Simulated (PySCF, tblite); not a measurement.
**CH8B2F2Ge2: geometry, infrared bands and NMR shifts**

Aim: predict the infrared bands and NMR shifts of CH8B2F2Ge2 (`F[B](F)[GeH2][BH][CH2][GeH3]`).

The runs use tblite 0.8.0 and PySCF 2.14.0, with density-fitted response routines of our own; the level of theory stands in each step. All values are computed, except where a source is named. Atoms count from 0, in the outputs and in this text.

**1. The molecule as given**

15 atoms, charge 0, multiplicity 1; geometry from: force field or distance geometry start.

Bonds of the start (Å): F0–B1 1.45, B1–F2 1.44, B1–Ge3 2.01, Ge3–B4 2.02, B4–C5 1.59, C5–Ge6 1.94, Ge3–H7 1.54, Ge3–H8 1.56, B4–H9 1.18, C5–H10 1.11, C5–H11 1.11, Ge6–H12 1.56, Ge6–H13 1.55, Ge6–H14 1.56.

**2. Optimising the geometry with GFN2-xTB**

The job: settings as JSON, then the geometry in Å.

```
{"job": {"kind": "relax", "xc": "GFN2-xTB", "basis": "xTB"}, "charge": 0, "multiplicity": 1}
F      2.380100     0.265600     1.703800
B      2.424600     0.536900     0.276400
F      2.995800     1.770900    -0.192100
Ge     1.639900    -0.782900    -1.025400
B     -0.318000    -1.031600    -0.581700
C     -1.301200     0.218000    -0.602100
Ge    -1.959000     0.535300     1.197200
H      1.797400    -0.244100    -2.456900
H      2.377100    -2.153700    -0.885300
H     -0.723700    -2.095300    -0.267400
H     -0.759600     1.121100    -0.951100
H     -2.152200     0.011600    -1.277900
H     -2.727900    -0.721500     1.706100
H     -0.758700     0.817300     2.141200
H     -2.919100     1.760500     1.193300
```

On the command line:

```
$ OMP_NUM_THREADS=1 python probes_run.py task.json out
```

The driver reads the jobs from task.json and runs them one after another.

Output:

```text
step      E/eV     max force
  0    -599.50800    3.606
  1    -599.94570    2.391
  2    -600.11180    2.923
  3    -600.20185    0.949
  4    -600.25219    0.432
  5    -600.28605    0.475
  6    -600.29174    0.290
  7    -600.30026    0.249
  8    -600.30492    0.213
  9    -600.31179    0.242
 10    -600.31558    0.182
 11    -600.31841    0.119
 12    -600.32035    0.096
 13    -600.32211    0.129
 14    -600.32358    0.128
 15    -600.32480    0.096
 16    -600.32584    0.075
 17    -600.32690    0.092
 18    -600.32810    0.120
 19    -600.32959    0.141
 20    -600.33141    0.139
 21    -600.33331    0.116
 22    -600.33489    0.113
 23    -600.33613    0.075
 24    -600.33725    0.094
 25    -600.33847    0.120
 26    -600.33983    0.105
 27    -600.34114    0.074
 28    -600.34241    0.113
 29    -600.34392    0.118
 30    -600.34581    0.153
 31    -600.34772    0.142
 32    -600.34927    0.106
 33    -600.35064    0.145
 34    -600.35206    0.135
 35    -600.35355    0.118
 36    -600.35475    0.090
 37    -600.35552    0.063
 38    -600.35614    0.078
 39    -600.35688    0.083
 40    -600.35777    0.088
 41    -600.35858    0.067
 42    -600.35922    0.072
 43    -600.35984    0.068
 44    -600.36056    0.086
 45    -600.36123    0.066
 46    -600.36171    0.046
 47    -600.36207    0.046
 48    -600.36256    0.086
 49    -600.36336    0.125
 50    -600.36449    0.132
 51    -600.36559    0.085
 52    -600.36631    0.075
 53    -600.36684    0.074
 54    -600.36758    0.102
 55    -600.36874    0.130
 56    -600.37021    0.108
 57    -600.37136    0.073
 58    -600.37202    0.053
 59    -600.37247    0.050
 60    -600.37298    0.054
 61    -600.37369    0.077
 62    -600.37432    0.064
 63    -600.37471    0.048
 64    -600.37494    0.037
 65    -600.37515    0.043
 66    -600.37546    0.062
 67    -600.37596    0.072
 68    -600.37663    0.085
 69    -600.37730    0.074
 70    -600.37787    0.070
 71    -600.37847    0.081
 72    -600.37934    0.097
 73    -600.38066    0.114
 74    -600.38200    0.110
 75    -600.38306    0.092
 76    -600.38389    0.096
 77    -600.38459    0.085
 78    -600.38534    0.070
 79    -600.38661    0.096
 80    -600.38759    0.076
 81    -600.38820    0.043
 82    -600.38849    0.047
 83    -600.38873    0.062
 84    -600.38913    0.071
 85    -600.38972    0.069
 86    -600.39025    0.058
 87    -600.39055    0.040
 88    -600.39089    0.039
 89    -600.39115    0.040
 90    -600.39147    0.048
 91    -600.39185    0.053
 92    -600.39221    0.056
 93    -600.39246    0.052
 94    -600.39263    0.049
 95    -600.39281    0.035
 96    -600.39301    0.037
 97    -600.39322    0.036
 98    -600.39338    0.033
 99    -600.39350    0.055
100    -600.39365    0.048
101    -600.39399    0.042
102    -600.39432    0.047
103    -600.39454    0.034
104    -600.39465    0.027
105    -600.39473    0.029
106    -600.39487    0.034
107    -600.39511    0.046
108    -600.39542    0.052
109    -600.39572    0.046
110    -600.39592    0.030
111    -600.39607    0.036
112    -600.39623    0.053
113    -600.39644    0.073
114    -600.39673    0.038
115    -600.39705    0.044
116    -600.39718    0.042
117    -600.39736    0.044
118    -600.39762    0.047
119    -600.39774    0.045
120    -600.39780    0.032
121    -600.39785    0.014
122    -600.39787    0.013
123    -600.39791    0.015
124    -600.39796    0.025
125    -600.39802    0.030
126    -600.39808    0.023
127    -600.39812    0.015
128    -600.39815    0.016
129    -600.39819    0.018
130    -600.39824    0.023
131    -600.39831    0.022
132    -600.39839    0.021
133    -600.39846    0.030
134    -600.39854    0.026
135    -600.39872    0.034
136    -600.39888    0.027
137    -600.39902    0.022
138    -600.39908    0.017
139    -600.39911    0.020
140    -600.39914    0.016
141    -600.39918    0.017
142    -600.39923    0.019
143    -600.39930    0.021
144    -600.39938    0.027
145    -600.39948    0.028
146    -600.39960    0.041
147    -600.39971    0.035
148    -600.39982    0.042
149    -600.39998    0.049
150    -600.40021    0.059
151    -600.40053    0.050
152    -600.40075    0.032
153    -600.40090    0.057
154    -600.40116    0.064
155    -600.40156    0.073
156    -600.39747    0.421
157    -600.40283    0.102
158    -600.40377    0.071
159    -600.40519    0.119
160    -600.40567    0.175
161    -600.40765    0.121
162    -600.40962    0.066
163    -600.41022    0.172
164    -600.41199    0.100
165    -600.41286    0.093
166    -600.41566    0.131
167    -600.41630    0.114
168    -600.41819    0.162
169    -600.41968    0.125
170    -600.42141    0.112
171    -600.42338    0.122
172    -600.42419    0.117
173    -600.42505    0.085
174    -600.42571    0.059
175    -600.42608    0.069
176    -600.42639    0.058
177    -600.42666    0.046
178    -600.42683    0.055
179    -600.42709    0.053
180    -600.42731    0.051
181    -600.42751    0.047
182    -600.42772    0.054
183    -600.42791    0.048
184    -600.42808    0.039
185    -600.42827    0.040
186    -600.42848    0.047
187    -600.42874    0.043
188    -600.42900    0.050
189    -600.42923    0.026
190    -600.42944    0.062
191    -600.42968    0.048
192    -600.43007    0.040
193    -600.43041    0.039
194    -600.43073    0.049
195    -600.43097    0.043
196    -600.43114    0.027
197    -600.43128    0.028
198    -600.43147    0.062
199    -600.43173    0.058
200    -600.43200    0.116
201    -600.43224    0.053
202    -600.43241    0.018
203    -600.43246    0.020
204    -600.43254    0.022
205    -600.43258    0.013
206    -600.43261    0.013
207    -600.43264    0.010
208    -600.43266    0.012
209    -600.43267    0.009
```

Wall time 1.4 s (1 thread of Intel Xeon Platinum 8488C, shared host).

Along the way: (not every step is listed)

```
step  energy from step 0 (eV)  largest force (eV/Å)
   0                   0.0000                3.6060
   1                  -0.4377                2.3913
   2                  -0.6038                2.9230
   3                  -0.6938                0.9491
   4                  -0.7442                0.4317
   5                  -0.7781                0.4748
   6                  -0.7837                0.2898
   7                  -0.7923                0.2494
   8                  -0.7969                0.2132
  27                  -0.8331                0.0739
  46                  -0.8537                0.0460
  65                  -0.8671                0.0434
  84                  -0.8811                0.0712
 103                  -0.8865                0.0344
 122                  -0.8899                0.0130
 141                  -0.8912                0.0173
 160                  -0.8977                0.1751
 179                  -0.9191                0.0528
 198                  -0.9235                0.0620
 204                  -0.9245                0.0222
 205                  -0.9246                0.0134
 206                  -0.9246                0.0126
 207                  -0.9246                0.0105
 208                  -0.9247                0.0118
 209                  -0.9247                0.0091
```

Close pairs (by a distance rule), those that changed most:

```
   bond  before (Å)  after (Å)  change (Å)
  F0–B1       1.454      1.313      -0.140
  B1–F2       1.438      1.333      -0.106
 C5–Ge6       1.942      2.008      +0.066
Ge6–H14       1.557      1.495      -0.062
 Ge3–H8       1.563      1.501      -0.062
Ge6–H12       1.559      1.504      -0.055
Ge6–H13       1.553      1.500      -0.053
  B4–C5       1.590      1.539      -0.051
```

The final coordinates are the input of the step that follows.

**3. Infrared spectrum with GFN2-xTB**

The job: settings as JSON, then the geometry in Å.

```
{"job": {"kind": "ir", "xc": "GFN2-xTB", "basis": "xTB"}, "charge": 0, "multiplicity": 1}
F      3.116172     0.808191     1.122578
B      2.020021     0.655591     0.415286
F      1.122011     1.609156     0.660389
Ge     1.549335    -0.866188    -0.837339
B     -0.445026    -1.151595    -0.801050
C     -1.306859     0.123678    -0.808627
Ge    -1.533712     0.539470     1.142211
H      2.019888    -0.435137    -2.199596
H      2.467978    -2.027387    -0.589970
H     -0.947868    -2.199708    -0.666585
H     -0.843537     1.003602    -1.255290
H     -2.319435     0.025668    -1.200608
H     -2.840847    -0.042481     1.604513
H     -0.486074    -0.052984     2.036781
H     -1.576462     2.018113     1.355395
```

Output:

```text
mode    cm-1     km/mol
  1      18.7      0.15
  2      46.7      0.48
  3      89.6      2.75
  4      97.4      1.80
  5     171.7      1.05
  6     179.4      0.97
  7     205.6      4.42
  8     220.9      7.82
  9     285.1     15.70
 10     314.1     24.07
 11     382.6      6.47
 12     492.9     54.61
 13     510.2     33.07
 14     521.1     41.22
 15     533.5     35.39
 16     543.7     10.10
 17     612.6     79.75
 18     661.5    107.53
 19     692.9     19.91
 20     779.9    410.50
 21     796.9     49.31
 22     846.1    126.29
 23     886.9    138.41
 24     896.0    193.10
 25     936.1     19.27
 26    1037.1     93.32
 27    1067.7     11.40
 28    1107.6     42.72
 29    1141.7    333.20
 30    1236.4    341.13
 31    1447.7      1.47
 32    1945.4     99.46
 33    1977.0    447.96
 34    2024.4    371.60
 35    2027.2    569.45
 36    2064.1    462.87
 37    2639.5    113.29
 38    2961.9     40.10
 39    2967.5     18.43
```

Wall time 0.55 s (1 thread of Intel Xeon Platinum 8488C, shared host).

The strongest bands and the atoms that carry them (share of the mass-weighted mode):

```
cm⁻¹  km/mol                         atoms
 780   410.5  H14 37 %, H12 30 %, H13 29 %
 896   193.1              H8 49 %, H7 47 %
1142   333.2     B1 50 %, F2 23 %, B4 11 %
1236   341.1              B1 69 %, F0 30 %
1977   448.0              H7 76 %, H8 23 %
2024   371.6              H8 73 %, H7 21 %
2027   569.5            H13 49 %, H12 44 %
2064   462.9            H14 78 %, H13 14 %
```

**4. NMR shieldings: PBE0/pcSseg-1**

The job, as its differences from that of step 3:

```diff
@@ -1,2 +1,2 @@
-{"job": {"kind": "ir", "xc": "GFN2-xTB", "basis": "xTB"}, "charge": 0, "multiplicity": 1}
+{"job": {"kind": "nmr", "xc": "PBE0", "basis": "pcSseg-1"}, "charge": 0, "multiplicity": 1}
 F      3.116172     0.808191     1.122578
```

Level: GIAO PBE0/pcSseg-1 NMR shielding, non-relativistic, gas phase.

Output:

```text
coarse grid: 60752 points
cycle   1  E = -4444.9524502467  dE = -7.518e-01  |g| = 1.332e+00  |ddm| = 3.671e+00
cycle   2  E = -4444.8500297365  dE =  1.024e-01  |g| = 1.491e+00  |ddm| = 1.322e+00
cycle   3  E = -4445.0917677193  dE = -2.417e-01  |g| = 1.758e-01  |ddm| = 8.841e-01
cycle   4  E = -4445.0961998409  dE = -4.432e-03  |g| = 6.549e-02  |ddm| = 1.217e-01
cycle   5  E = -4445.0966530999  dE = -4.533e-04  |g| = 6.302e-03  |ddm| = 3.581e-02
cycle   6  E = -4445.0966603905  dE = -7.291e-06  |g| = 1.980e-03  |ddm| = 8.580e-03
final grid: 125888 points
cycle   7  E = -4445.0965949599  dE =  5.147e-07  |g| = 2.559e-03  |ddm| = 5.185e-03
cycle   8  E = -4445.0965936909  dE =  1.269e-06  |g| = 3.474e-03  |ddm| = 5.452e-03
cycle   9  E = -4445.0965966869  dE = -2.996e-06  |g| = 1.816e-04  |ddm| = 2.961e-03
cycle  10  E = -4445.0965966939  dE = -7.059e-09  |g| = 3.595e-05  |ddm| = 1.819e-04
cycle  11  E = -4445.0965966941  dE = -2.156e-10  |g| = 7.164e-06  |ddm| = 2.721e-05
converged SCF energy = -4445.0965966941

GIAO shielding tensors (ppm)
atom      isotropic    diamagn.    paramagn.     s11        s22        s33       span
  0 F      183.753     465.078    -281.325    -33.573    253.006    331.826    365.399
  1 B       65.094     193.863    -128.769     27.289     78.703     89.288     61.999
  2 F      186.854     474.190    -287.336    -26.147    250.904    335.805    361.952
  3 Ge    1733.475    2759.221   -1025.746   1605.852   1752.510   1842.063    236.211
  4 B        6.863     192.364    -185.502    -82.202    -34.267    137.057    219.259
  5 C      154.983     256.187    -101.204    108.581    161.193    195.175     86.594
  6 Ge    1600.804    2756.601   -1155.798   1496.132   1640.945   1665.334    169.202
  7 H       28.558      29.817      -1.259     21.658     23.684     40.332     18.674
  8 H       28.600      29.778      -1.178     21.874     22.630     41.295     19.421
  9 H       22.699      30.097      -7.398     15.586     25.513     26.998     11.413
 10 H       28.946      33.063      -4.117     24.917     28.235     33.686      8.769
 11 H       28.863      29.972      -1.109     23.873     26.269     36.448     12.575
 12 H       28.222      29.298      -1.076     20.881     22.436     41.348     20.468
 13 H       28.608      30.643      -2.035     21.722     25.948     38.155     16.433
 14 H       27.819      29.381      -1.563     20.850     23.224     39.381     18.531
```

Run time: 46 s. Hardware: 1 thread of Intel Xeon Platinum 8488C, shared host; peak memory 0.94 GiB.

The references, computed at this level on geometries of the same kind, shield at (ppm): 1H TMS 31.72, 13C TMS 186.9, 19F CFCl3 170.9, 11B BF3·OEt2 100.1, 73Ge GeMe4 1331. Their shielding less the atom's gives the shift. The references are single molecules in the gas phase, so shifts against H2O, NH3, PH3, H3PO4 or CFCl3 are not on the usual liquid scales and can be off by tens of ppm. Atoms listed in one row are averaged.

```
        atoms                                environment  σ (ppm)  δ (ppm)
           C5                 sp3 CH2 bonded to B and Ge    155.0     31.9
           H9        hydrogen on a boron bonded to C, Ge    22.70     9.02
H12, H13, H14        hydrogen on a germanium bonded to C    28.22     3.50
       H7, H8      hydrogen on a germanium bonded to 2 B    28.58     3.14
     H10, H11  hydrogen on an sp3 CH2 bonded to B and Ge    28.90     2.81
       F0, F2                       fluorine bonded to B    185.3    -14.4
           B4                   boron bonded to C, Ge, H      6.9     93.2
           B1                    boron bonded to 2 F, Ge     65.1     35.0
          Ge6                 germanium bonded to C, 3 H     1601     -270
          Ge3               germanium bonded to 2 B, 2 H     1733     -403
```

The run also stored atomic charges by several schemes (e):

```
 atoms  Mulliken    IAO  Hirshfeld  ESP fit
F0, F2     -0.28  -0.30      -0.12    -0.25
    B1      0.69   0.51       0.23     0.57
   Ge3     -0.25   0.27       0.16    -0.16
    B4      0.15  -0.08       0.07     0.37
    C5     -0.63  -0.60      -0.21    -0.60
   Ge6      0.15   0.52       0.32     0.28
```

Mayer bond orders: F0–B1 1.15, B1–F2 1.04, B1–Ge3 0.94, Ge3–B4 0.95, B4–C5 1.04, C5–Ge6 0.89.

The fields below are evaluated on a grid from the run's orbitals.

Frontier orbitals at PBE0/pcSseg-1, with the share of their density that lies nearest to each atom:

```
orbital  energy (eV)                     lies on
   HOMO        -8.17  B4 28 %; Ge3 23 %; B1 11 %
   LUMO        -1.96    B4 47 %; H9 12 %; H7 7 %
```

ELF in a plane through or near 5 of the atoms.

Values, 10 rows by 14 columns:
```
0.00 0.00 0.00 0.00 0.00 0.00 0.00 0.00 0.00 0.00 0.00 0.00 0.00 0.00
0.00 0.00 0.00 0.02 0.10 0.00 0.00 0.00 0.00 0.00 0.00 0.00 0.00 0.00
0.00 0.00 0.10 0.65 0.85 0.10 0.26 0.08 0.02 0.42 0.44 0.02 0.00 0.00
0.00 0.00 0.19 0.74 0.82 0.17 0.65 0.23 0.21 0.77 0.78 0.08 0.01 0.00
0.00 0.00 0.00 0.04 0.74 0.77 0.14 0.03 0.18 0.74 0.30 0.42 0.11 0.00
0.00 0.00 0.07 0.27 0.20 0.31 0.49 0.25 0.73 0.27 0.51 0.75 0.18 0.00
0.00 0.00 0.10 0.34 0.18 0.21 0.88 0.28 0.75 0.34 0.03 0.02 0.00 0.00
0.00 0.00 0.02 0.07 0.17 0.34 0.30 0.45 0.22 0.07 0.02 0.00 0.00 0.00
0.00 0.00 0.00 0.00 0.01 0.01 0.02 0.14 0.04 0.00 0.00 0.00 0.00 0.00
0.00 0.00 0.00 0.00 0.00 0.00 0.00 0.00 0.00 0.00 0.00 0.00 0.00 0.00
```
The map spans 11.4 Å across and 9.7 Å up, centred on the molecule. Atoms in the plane (x, y in Å): F0 (-2.5, 2.3), B1 (-1.7, 1.3), Ge3 (-1.8, -0.7), B4 (0.0, -1.4), Ge6 (1.8, 0.7).

On the surface of density 0.002 e/bohr³ the electrostatic potential runs, from the 1st to the 99th percentile, from -0.65 V near F0 to 1.43 V near B1.

**5. What came out**

| quantity | value |
| --- | --- |
| strongest single infrared mode (GFN2-xTB) | 2027 cm⁻¹, 569 km/mol |
| zero-point energy (GFN2-xTB) | 53.4 kcal/mol |
| 13C shifts against TMS (PBE0/pcSseg-1) | 31.9 ppm |
| 1H shifts against TMS (PBE0/pcSseg-1, means over atoms taken as alike) | 9.02, 3.50, 3.14, 2.81 ppm |
| 19F shifts against CFCl3 (PBE0/pcSseg-1, means over atoms taken as alike) | -14.4 ppm |
| 11B shifts against BF3·OEt2 (PBE0/pcSseg-1) | 93.2, 35.0 ppm |
| 73Ge shifts against GeMe4 (PBE0/pcSseg-1) | -270, -403 ppm |
| surface potential, 1st and 99th percentile | -0.65 V and 1.43 V |

What this shows: The optimisation took 209 steps and gained 0.925 eV; among the close pairs (by a distance rule), F0–B1 changed most, from 1.454 to 1.313 Å. All 39 modes are real, so the xTB geometry is a minimum. Unscaled tight-binding wavenumbers are off by several per cent, some by more. Its intensities can rank the bands wrongly. At PBE0/pcSseg-1: The widest tensor belongs to F0, F2: span 364 ppm, with a paramagnetic part of -284 ppm. By nearest atom (PBE0/pcSseg-1), the HOMO sits on B4 28 %; Ge3 23 % and the LUMO on B4 47 %; H9 12 %. Spin-orbit coupling is left out, which matters for shieldings and couplings at and beside the heavy atoms.
